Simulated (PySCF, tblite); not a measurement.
# C2H16Si5: geometry, infrared bands and NMR shifts

Wanted: the infrared bands and NMR shifts of C2H16Si5 (`CC[SiH2][Si@@H]([SiH3])[SiH2][SiH3]`), by calculation.

Computed with tblite 0.8.0 and PySCF 2.14.0, with density-fitted response routines of our own, on a single molecule in the gas phase. Atoms count from 0, in the outputs and in this text.

## Step 1: Starting geometry

23 atoms, charge 0, multiplicity 1; geometry from: force field or distance geometry start.

Bonds of the start (Å): C0–C1 1.51, C1–Si2 1.88, Si2–Si3 2.21, Si3–Si4 2.24, Si3–Si5 2.21, Si5–Si6 2.24, C0–H7 1.10, C0–H8 1.11, C0–H9 1.11, C1–H10 1.11, C1–H11 1.10, Si2–H12 1.47, Si2–H13 1.47, Si3–H14 1.47, Si4–H15 1.47, Si4–H16 1.47, Si4–H17 1.46, Si5–H18 1.46, Si5–H19 1.48, Si6–H20 1.47, Si6–H21 1.47, Si6–H22 1.47.

## Step 2: Relaxing the molecule with GFN2-xTB

What the job is given:

```
{"job": {"kind": "relax", "xc": "GFN2-xTB", "basis": "xTB"}, "charge": 0, "multiplicity": 1}
C     -3.382400     1.115700    -0.213200
C     -1.875900     1.070000    -0.241900
Si    -1.276500    -0.175500     1.037000
Si     0.693600    -0.986500     0.461600
Si     0.540500    -2.956800    -0.595000
Si     1.883600     0.366800    -0.817500
Si     3.293800     1.483000     0.519600
H     -3.720100     1.922100    -0.888500
H     -3.755000     0.123700    -0.547800
H     -3.703300     1.351400     0.821700
H     -1.525100     0.743900    -1.245800
H     -1.436200     2.045000     0.003800
H     -2.334100    -1.196200     1.143500
H     -1.150400     0.515000     2.323000
H      1.437000    -1.231800     1.708400
H      1.748300    -3.048500    -1.424000
H     -0.610400    -2.996600    -1.509700
H      0.484400    -4.058500     0.361400
H      1.060400     1.256100    -1.625300
H      2.746900    -0.406000    -1.738600
H      3.429400     0.708300     1.759000
H      4.610400     1.545500    -0.125800
H      2.836200     2.836900     0.844200
```

Run with:

```console
> OMP_NUM_THREADS=1 python probes_run.py task.json out
```

This one command runs all jobs of the session in turn.

**Question.** This job is followed by: GFN2-xTB harmonic vibrations, gas phase; GIAO PBE0/pcSseg-1 NMR shielding, non-relativistic, gas phase. Predict these results of the whole session: strongest single infrared mode (GFN2-xTB); zero-point energy (GFN2-xTB); 13C shifts against TMS (PBE0/pcSseg-1); 1H shifts against TMS (PBE0/pcSseg-1, means over atoms taken as alike); 29Si shifts against TMS (PBE0/pcSseg-1).

**Answer**, as computed:

| quantity | value |
| --- | --- |
| strongest single infrared mode (GFN2-xTB) | 776 cm⁻¹, 1110 km/mol |
| zero-point energy (GFN2-xTB) | 96.3 kcal/mol |
| 13C shifts against TMS (PBE0/pcSseg-1) | 14.8, 6.5 ppm |
| 1H shifts against TMS (PBE0/pcSseg-1, means over atoms taken as alike) | 3.95, 3.94, 3.62, 3.56, 3.52, 3.42, 3.23, 1.23, 0.73, 0.70 ppm |
| 29Si shifts against TMS (PBE0/pcSseg-1) | -62.7, -110.6, -114.8, -125.6, -144.3 ppm |

In words: The optimisation took 257 steps and gained 0.673 eV; among the close pairs (by a distance rule), Si3–Si5 changed most, from 2.210 to 2.342 Å. All 63 modes are real, so the xTB geometry is a minimum. The strongest single mode, at 776 cm⁻¹, has its largest shares on H16, H17 and H15 (the list is cut at 3 atoms). Unscaled tight-binding wavenumbers are off by several per cent, some by more. Its intensities can rank the bands wrongly. At PBE0/pcSseg-1: Shielding is most anisotropic at Si2 (span 87 ppm, paramagnetic term -471 ppm).
